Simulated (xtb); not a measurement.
# SnNH3S2 (SMILES [NH2][SnH]1[S][S]1): GFN2-xTB

Aim: the vertical ionisation energy of SnNH3S2 at GFN2-xTB, from 2 runs. 

The results are computed with xtb 6.7.1.

12 further runs of the same task are left out: 12 set aside as unsound or not needed.

## (1) The molecule

SnNH3S2: 7 atoms, total charge 0, spin state singlet. As SMILES, `[NH2][SnH]1[S][S]1`. The coordinates come from a PBE0-D4/def2-TZVP relaxation. This is one conformer, not always the lowest.

Bond lengths: N1–Sn2 2.003 Å, Sn2–S3 2.358 Å, Sn2–S4 2.376 Å, S3–S4 2.178 Å, N1–H5 1.012 Å, N1–H6 1.012 Å, Sn2–H7 1.690 Å. Some angles: N1–Sn2–S3 115.2°, N1–Sn2–S4 120.4°, S3–Sn2–S4 54.8°, Sn2–S3–S4 63.0°, Sn2–S4–S3 62.2°, N1–Sn2–H7 112.0°, S3–Sn2–H7 122.2°, S4–Sn2–H7 121.1°, Sn2–N1–H5 114.3°, Sn2–N1–H6 112.7°.

## (2) Energy and forces at GFN2-xTB

Input file coord:

```
$coord angs
    -0.8589000     1.1804000     0.0332000  N
     0.6588000    -0.1259000     0.0096000  Sn
     0.4369000    -1.9473000     1.4902000  S
     0.2923000    -2.3816000    -0.6393000  S
    -0.8473000     1.8458000    -0.7290000  H
    -1.7637000     0.7272000     0.0579000  H
     2.1431000     0.6334000    -0.2683000  H
$end
```

Command:

```sh
$ xtb coord --grad > xtb.out
```

Standard output:

```text
* xtb version 6.7.1
[...]
          :  # basis functions                  37          :
[...]
          :  # electrons                        24          :
[...]
          :  Hamiltonian                  GFN2-xTB          :
[...]
          :  net charge                          0          :
          :  unpaired electrons                  0          :
[...]
   *** convergence criteria satisfied after 18 iterations ***
[...]
         ::                     SUMMARY                     ::
         :::::::::::::::::::::::::::::::::::::::::::::::::::::
         :: total energy             -13.034559970941 Eh    ::
         :: gradient norm              0.011699657289 Eh/a0 ::
         :: HOMO-LUMO gap              1.326791116842 eV    ::
         ::.................................................::
         :: SCC energy               -13.089117991254 Eh    ::
         :: -> isotropic ES            0.016580532030 Eh    ::
         :: -> anisotropic ES         -0.000914028618 Eh    ::
         :: -> anisotropic XC          0.013445725342 Eh    ::
         :: -> dispersion             -0.005639172289 Eh    ::
         :: repulsion energy           0.054558020313 Eh    ::
         :: add. restraining           0.000000000000 Eh    ::
         :: total charge               0.000000000000 e     ::
         :::::::::::::::::::::::::::::::::::::::::::::::::::::
[...]
        12        2.0000           -0.3607609              -9.8168 (HOMO)
        13                         -0.3120023              -8.4900 (LUMO)
[...]
     #   Z          covCN         q      C6AA      α(0)
     1   7 N        2.546    -0.357    29.219     8.028
     2  50 Sn       3.539     0.303   320.515    32.741
     3  16 S        1.849    -0.178   148.568    20.515
     4  16 S        1.847    -0.194   149.298    20.566
     5   1 H        0.867     0.174     1.245     1.748
     6   1 H        0.870     0.194     1.136     1.669
     7   1 H        0.929     0.058     2.226     2.333
[...]
     #   Z sym  total        # sym  WBO       # sym  WBO       # sym  WBO
 ---------------------------------------------------------------------------
     1   7 N    3.208 --     5 H    0.950     6 H    0.936     2 Sn   0.916
                             4 S    0.149     7 H    0.146     3 S    0.111
     2  50 Sn   3.071 --     1 N    0.916     3 S    0.789     4 S    0.736
                             7 H    0.595
     3  16 S    2.193 --     4 S    1.160     2 Sn   0.789     7 H    0.126
                             1 N    0.111
     4  16 S    2.172 --     3 S    1.160     2 Sn   0.736     1 N    0.149
                             7 H    0.126
     5   1 H    0.970 --     1 N    0.950
     6   1 H    0.962 --     1 N    0.936
     7   1 H    0.997 --     2 Sn   0.595     1 N    0.146     3 S    0.126
                             4 S    0.126
 ---------------------------------------------------------------------------
[...]
molecular dipole:
                 x           y           z       tot (Debye)
 q only:        0.009       1.604      -0.531
   full:       -0.066       1.617      -0.767       4.553
molecular quadrupole (traceless):
[...]
          | TOTAL ENERGY              -13.034559970941 Eh   |
          | GRADIENT NORM               0.011699657289 Eh/α |
          | HOMO-LUMO GAP               1.326791116842 eV   |
           -------------------------------------------------
[...]
```

Standard error:

```text
normal termination of xtb
```

Wall time 0.05 s (1 thread of Intel Xeon Platinum 8259CL at 2.50GHz (Skylake/Cascade Lake), shared host).

## (3) The doublet cation, same level

Input file xcontrol:

```
$chrg 1
$spin 1
$end
```

Input file in.coord:

```
$coord angs
    -0.8589000     1.1804000     0.0332000  N
     0.6588000    -0.1259000     0.0096000  Sn
     0.4369000    -1.9473000     1.4902000  S
     0.2923000    -2.3816000    -0.6393000  S
    -0.8473000     1.8458000    -0.7290000  H
    -1.7637000     0.7272000     0.0579000  H
     2.1431000     0.6334000    -0.2683000  H
$end
```

Command:

```sh
$ xtb in.coord -I xcontrol --grad --gfn 2 > xtb.out 2> xtb.err
```

Standard output, cut to the lines that bear on the results:

```text
* xtb version 6.7.1
[...]
          :  # basis functions                  37          :
[...]
          :  # electrons                        23          :
[...]
          :  Hamiltonian                  GFN2-xTB          :
[...]
          :  net charge                          1          :
          :  unpaired electrons                  1          :
[...]
   *** convergence criteria satisfied after 20 iterations ***
[...]
         ::                     SUMMARY                     ::
         :::::::::::::::::::::::::::::::::::::::::::::::::::::
         :: total energy             -12.564951575261 Eh    ::
         :: gradient norm              0.047296545815 Eh/a0 ::
         :: HOMO-LUMO gap              2.249587699533 eV    ::
         ::.................................................::
         :: SCC energy               -12.619509595574 Eh    ::
         :: -> isotropic ES            0.094455841634 Eh    ::
         :: -> anisotropic ES          0.000426417472 Eh    ::
         :: -> anisotropic XC          0.007092543794 Eh    ::
         :: -> dispersion             -0.005093479826 Eh    ::
         :: repulsion energy           0.054558020313 Eh    ::
         :: add. restraining           0.000000000000 Eh    ::
         :: total charge               1.000000000000 e     ::
         :::::::::::::::::::::::::::::::::::::::::::::::::::::
[...]
        12        1.0004           -0.5774357             -15.7128 (HOMO)
        13                         -0.4947648             -13.4632 (LUMO)
[...]
molecular dipole:
                 x           y           z       tot (Debye)
 q only:        0.605      -0.797      -0.093
   full:        0.686      -1.222      -0.229       3.608
molecular quadrupole (traceless):
[...]
          | TOTAL ENERGY              -12.564951575261 Eh   |
          | GRADIENT NORM               0.047296545815 Eh/α |
          | HOMO-LUMO GAP               2.249587699533 eV   |
           -------------------------------------------------
[...]
```

Standard error:

```text
normal termination of xtb
```

It took 0.051 s on 1 thread of Intel Xeon Platinum 8259CL at 2.50GHz (Skylake/Cascade Lake), shared host.

## (4) Results

At GFN2-xTB:

```
                                          quantity          value
                     singlet SnNH3S2: total energy   -13.03456 Eh
                    singlet SnNH3S2: dipole moment         4.55 D
                      singlet SnNH3S2: HOMO energy       -9.82 eV
                      singlet SnNH3S2: LUMO energy       -8.49 eV
                    singlet SnNH3S2: HOMO–LUMO gap        1.33 eV
                singlet SnNH3S2: dispersion energy  -14.81 kJ/mol
         singlet SnNH3S2: largest force on an atom     0.326 eV/Å
   singlet SnNH3S2: mean polarisability (D4 model)     87.6 bohr³
                      doublet cation: total energy   -12.56495 Eh
       doublet cation: HOMO energy (partly filled)      -15.71 eV
                       doublet cation: LUMO energy      -13.46 eV
                 doublet cation: dispersion energy  -13.37 kJ/mol
          doublet cation: largest force on an atom     1.766 eV/Å
    doublet cation: mean polarisability (D4 model)     84.3 bohr³
vertical ionisation energy (to the doublet cation)      12.779 eV
```

The vertical ionisation energy comes to 12.78 eV (295 kcal/mol). The largest force (singlet SnNH3S2) is 0.33 eV/Å: the shape isn't a stationary point for this species at this level. xTB total energies overstate such differences by several eV unless an empirical shift is taken off; none is applied here. Mulliken charges (singlet SnNH3S2) run from -0.36 on N1 to +0.30 on Sn2.
